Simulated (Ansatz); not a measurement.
# Cl2H4OSi2: a ladder of functionals and wavefunction methods

One table from this session's results is given with a row withheld; the runs are named, their logs left out.

Method: functionals in def2-TZVPP, the program's frozen cores in correlated methods; program: Ansatz 0.2.0, Gaussian basis.

Levels to be run: LDA (SPW92), PBE-D4, revPBE-D4, BLYP-D4, r2SCAN-D4, B97M-V, PBE0-D4, B3LYP-D4, r2SCANh-D4, r2SCAN0-D4, HSE06-D4, BHLYP-D4, CAM-B3LYP-D4, LC-ωPBE, ωB97X-V, ωB97M-V, B2PLYP, PBE-QIDH; CCSD(T)/def2-SVP; CCSD(T)/def2-TZVPP; MP2/def2-QZVPP; extrapolation to the limit; RPA on PBE.

### The geometry

An earlier PBE0-D4 in a triple-zeta def2 set relaxation fixed the geometry.

SMILES `[SiH3]O[SiH](Cl)Cl`, 9 atoms, charge 0, spin multiplicity 1.

Atoms are counted from 1 here; the program's logs count them from 0.

Bond lengths: Si1–O2 1.649 Å, Si1–H6 1.481 Å, Si1–H7 1.483 Å, Si1–H8 1.483 Å, O2–Si3 1.607 Å, Si3–Cl4 2.039 Å, Si3–Cl5 2.039 Å, Si3–H9 1.468 Å. Angles: O2–Si1–H6 107.2°, O2–Si1–H7 109.6°, O2–Si1–H8 109.5°, H6–Si1–H7 110.3°, H6–Si1–H8 110.3°, H7–Si1–H8 109.9°, Si1–O2–Si3 146.6°, O2–Si3–Cl4 110.0°, O2–Si3–Cl5 110.0°, O2–Si3–H9 109.9°, Cl4–Si3–Cl5 108.4°, Cl4–Si3–H9 109.2°, Cl5–Si3–H9 109.2°.

Set-up of the first run:

Input file in.yaml:

```yaml
crystal:
  periodic: [false, false, false]
  atoms:
    - {symbol: Si, position_ang: [-1.499675, -0.523190, 0.020016]}
    - {symbol: O, position_ang: [-0.219631, 0.500527, -0.159652]}
    - {symbol: Si, position_ang: [1.375982, 0.680150, -0.086753]}
    - {symbol: Cl, position_ang: [2.028909, 0.361296, 1.818035]}
    - {symbol: Cl, position_ang: [2.287463, -0.668928, -1.314474]}
    - {symbol: H, position_ang: [-2.728395, 0.261776, -0.237973]}
    - {symbol: H, position_ang: [-1.514911, -1.062179, 1.401551]}
    - {symbol: H, position_ang: [-1.385409, -1.634527, -0.955190]}
    - {symbol: H, position_ang: [1.744166, 2.038874, -0.502762]}
basis:
  gaussian: {orbitals: def2-TZVPP}
hamiltonian: {xc: lda}
output: {orbitals: {seedname: orbitals}}
```

Among the steps run: LDA; PBE-D4 (GGA); revPBE-D4 (GGA); BLYP-D4 (GGA); r2SCAN-D4 (meta-GGA); B97M-V (meta-GGA); PBE0-D4 (hybrid); B3LYP-D4 (hybrid); r2SCANh-D4 (hybrid); r2SCAN0-D4 (hybrid); HSE06-D4 (hybrid); BHLYP-D4 (hybrid); CAM-B3LYP-D4 (range-separated); LC-ωPBE-D4 (range-separated; the results give it without D4); ωB97X-V (range-separated); ωB97M-V (range-separated); B2PLYP (double hybrid); PBE-QIDH (double hybrid).

One of the session's tables, all rows but one given; the rest of the session is left out.

It belongs to the step «Orbital energies across the functionals». 

| functional | HOMO (eV) | gap (eV) |
| --- | --- | --- |
| LDA (SPW92) | -7.86 | 6.58 |
| PBE-D4 | -7.74 | 6.74 |
| revPBE-D4 | -7.69 | 6.82 |
| BLYP-D4 | -7.59 | 6.75 |
| r2SCAN-D4 | -8.12 | 7.54 |
| B97M-V | -8.24 | 7.42 |
| PBE0-D4 | -9.18 | 9.08 |
| B3LYP-D4 | -8.91 | 8.60 |
| r2SCANh-D4 | -8.65 | 8.36 |
| r2SCAN0-D4 | -9.44 | 9.58 |
| HSE06-D4 | ? | ? |
| BHLYP-D4 | -10.49 | 11.29 |
| CAM-B3LYP-D4 | -10.56 | 11.46 |
| LC-ωPBE | -11.99 | 14.08 |
| ωB97X-V | -11.62 | 13.55 |
| ωB97M-V | -11.46 | 13.08 |

Q: Estimate the row for HSE06-D4 from the others.

The run gave: HOMO (eV): -8.78; gap (eV): 8.30. In the column «HOMO (eV)» it lies between B3LYP-D4 (-8.91) and r2SCANh-D4 (-8.65).
